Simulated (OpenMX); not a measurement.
The system is AlIn.

```
Al In
1.0
     3.05413    0.00000    0.00000
    -1.52707    2.64496    0.00000
     0.00000    0.00000    5.82802
Al In
1 1
Direct
  0.00000 0.00000 0.00000
  0.00000 0.00000 0.50000
```

The cell was built by a generator and needn't be a form met in nature.

Base run:

- Program: OpenMX 3.8.5
- Functional: PBE
- Dispersion: D4
- Potentials or basis: OpenMX 2013 PBE set, Al7.0-s2p2d1, In7.0-s3p2d2, grid cutoff 500 Ry
- k mesh: 7 × 7 × 5
- Occupations: fermi-dirac, width 0.05 eV
- Spin: no spin polarisation

Its results: band gap on the k mesh none (metal or under the smearing width); pressure -2.0 GPa.

Question: After a change of settings the same cell gave: band gap on the k mesh none (metal or under the smearing width); pressure -0.9 GPa. Which change was it?
A. dispersion from D4 to none
B. dispersion from D4 to D3
C. dispersion from D4 to D3(BJ)

Answer: B.

Caveats: the basis of atomic orbitals isn't converged, which shifts pressures, moduli and gaps; pairwise dispersion overbinds metals, which lowers pressure and volume.

Not every run made on this cell is shown here.
